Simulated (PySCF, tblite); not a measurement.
# C6H11O2 radical: geometry, infrared bands and EPR parameters

What infrared bands and EPR parameters should C6H11O2 radical (`C=C(C[O])COCC`) show?

Computed with tblite 0.8.0 and PySCF 2.14.0, with density-fitted response routines of our own, on a single molecule in the gas phase. Atoms are numbered from 0 throughout.

**1. Starting geometry**

19 atoms, charge 0, multiplicity 2; geometry from: force field or distance geometry start.

Bonds of the start (Å): C0–C1 1.33, C1–C2 1.48, C2–O3 1.40, C1–C4 1.52, C4–O5 1.36, O5–C6 1.35, C6–C7 1.50, C0–H8 1.09, C0–H9 1.09, C2–H10 1.09, C2–H11 1.14, C4–H12 1.12, C4–H13 1.10, C6–H14 1.11, C6–H15 1.13, C7–H16 1.10, C7–H17 1.13, C7–H18 1.11.

**2. Optimising the geometry with GFN2-xTB**

Job settings and geometry (Å):

```
{"job": {"kind": "relax", "xc": "GFN2-xTB", "basis": "xTB"}, "charge": 0, "multiplicity": 2}
C     -1.705700    -0.508000    -1.291400
C     -1.574000     0.105700    -0.115600
C     -2.714200     0.439500     0.764800
O     -2.616400    -0.197200     2.003400
C     -0.154300     0.420000     0.312100
O      0.618100    -0.027800    -0.717400
C      1.964800     0.108700    -0.670100
C      2.714700    -0.540600     0.456000
H     -0.828200    -0.742700    -1.898300
H     -2.686000    -0.777600    -1.670800
H     -2.806000     1.526500     0.857800
H     -3.683100     0.084900     0.286400
H     -0.076500     1.515500     0.515000
H     -0.032500    -0.090600     1.278700
H      2.372000    -0.311500    -1.610600
H      2.308700     1.181800    -0.650000
H      3.160700     0.239100     1.096500
H      3.574400    -1.121800     0.005000
H      2.153700    -1.294700     1.041000
```

Run with:

```console
$ OMP_NUM_THREADS=1 python probes_run.py task.json out
```

The driver reads the jobs from task.json and runs them one after another.

**Question.** This job is followed by: GFN2-xTB harmonic vibrations, gas phase; UKS B3LYP, pcH-1 on C H O, non-relativistic, mean-field spin-orbit, GIAO. What will the session give for the following? strongest single infrared mode (GFN2-xTB); zero-point energy (GFN2-xTB); g(iso) (B3LYP); ⟨S²⟩; largest a(iso) (averaged by class); potential on the surface of density 0.002 e/bohr³, 1st and 99th percentile; property runs in this session.

As calculated:

```
                                                                  quantity                                            value
                                 strongest single infrared mode (GFN2-xTB)                            1132 cm⁻¹, 184 km/mol
                                              zero-point energy (GFN2-xTB)                                    96.8 kcal/mol
                                                            g(iso) (B3LYP)                                          2.01625
                                                                      ⟨S²⟩                               0.755 (exact 0.75)
                                        largest a(iso) (averaged by class)                        1H on H10, H11, 276.8 MHz
potential on the surface of density 0.002 e/bohr³, 1st and 99th percentile                               -1.34 V and 1.11 V
                                             property runs in this session  1, of which 0 failed and 1 gave unsound results
```

What this shows: The optimisation took 95 steps and gained 0.891 eV; among the close pairs (by a distance rule), C2–O3 changed most, from 1.396 to 1.310 Å. All 51 modes are real, so the xTB geometry is a minimum. The strongest single mode, at 1132 cm⁻¹, is carried by O5, C6, C4. GFN2-xTB is a fitted tight-binding method: band positions and strengths are rough. Its intensities can rank the bands wrongly. Most of the unpaired spin sits on O3 (0.79 e). The isotropic g lies 13.9 ppt above the free-electron value. These values are not to be trusted: the run shows nearly degenerate orbitals, where second-order g theory doesn't apply.
